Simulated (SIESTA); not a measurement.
BiTe (Tsumoite):

```
CELL_PARAMETERS angstrom
4.42300 0.00000 0.00000
-2.21150 3.83043 0.00000
0.00000 0.00000 24.00200
ATOMIC_POSITIONS crystal
Bi 0.33333 0.66667 0.54250
Bi 0.66667 0.33333 0.45750
Bi 0.66667 0.33333 0.70920
Bi 0.33333 0.66667 0.29080
Bi 0.00000 0.00000 0.87580
Bi 0.00000 0.00000 0.12420
Te 0.00000 0.00000 0.63130
Te 0.00000 0.00000 0.36870
Te 0.33333 0.66667 0.78510
Te 0.66667 0.33333 0.21490
Te 0.66667 0.33333 0.94480
Te 0.33333 0.66667 0.05520
```

| Item | Value |
| --- | --- |
| Program | SIESTA 5.4.2 |
| Task | single point |
| Functional | PBEsol |
| Potentials or basis | PseudoDojo 0.4 standard (PBEsol files) |
| Basis | DZP (energy shift 0.003 Ry; two zetas on semicore shells) |
| Grid cutoff | 500 Ry |
| Energy shift | 0.003 Ry |
| k mesh | 7 × 7 × 2 |
| Occupations | fermi-dirac, width 0.05 eV |
| Spin | no spin polarisation |

On this cell: pressure 0.0 GPa; largest force 1.384 eV/Å; band gap on the k mesh none (metal or under the smearing width).

The same run follows on a disturbed copy (atoms moved at random, drawn with an rms of 0.05 Å):

```
Bi Te
1.0
     4.42300    0.00000    0.00000
    -2.21150    3.83043    0.00000
     0.00000    0.00000   24.00200
Bi Te
6 6
Direct
  0.33220 0.66180 0.54131
  0.68422 0.33809 0.45689
  0.65932 0.32277 0.70832
  0.32753 0.65977 0.29007
  0.00604 0.01534 0.87769
  0.99100 0.00754 0.12357
  0.00173 0.99386 0.63120
  0.00325 0.00247 0.36997
  0.34548 0.67062 0.78612
  0.66161 0.33631 0.21641
  0.67056 0.33918 0.94460
  0.33167 0.67000 0.05637
```

Q: What changes?

A: The energy (extrapolated to zero smearing) moves by +8.8 meV/atom; pressure 0.2 GPa; largest force 1.375 eV/Å; band gap on the k mesh none (metal or under the smearing width).

Forces in eV/Å, atoms in the order of the input:
```
Bi   0.071  0.048 -1.269
Bi  -0.112 -0.064  1.369
Bi   0.097  0.126 -0.517
Bi  -0.018  0.144  1.006
Bi   0.045 -0.142 -1.017
Bi   0.093 -0.069  0.918
Te  -0.021  0.009  0.409
Te  -0.027 -0.070 -0.700
Te  -0.112 -0.086  0.725
Te   0.094 -0.066 -1.008
Te  -0.016  0.113  0.678
Te  -0.092  0.058 -0.597
```

Stress tensor (GPa, compression positive):
```
 0.60 -0.01 -0.03
-0.01  0.52  0.02
-0.03  0.02 -0.41
```

Caveats: spin-orbit coupling is left out, which moves the levels of the heavy elements; the basis of atomic orbitals isn't converged, which shifts pressures, moduli and gaps; forces of over 1 eV/Å show positions far from the minimum, so gaps and moduli don't describe the material at rest (some runs).
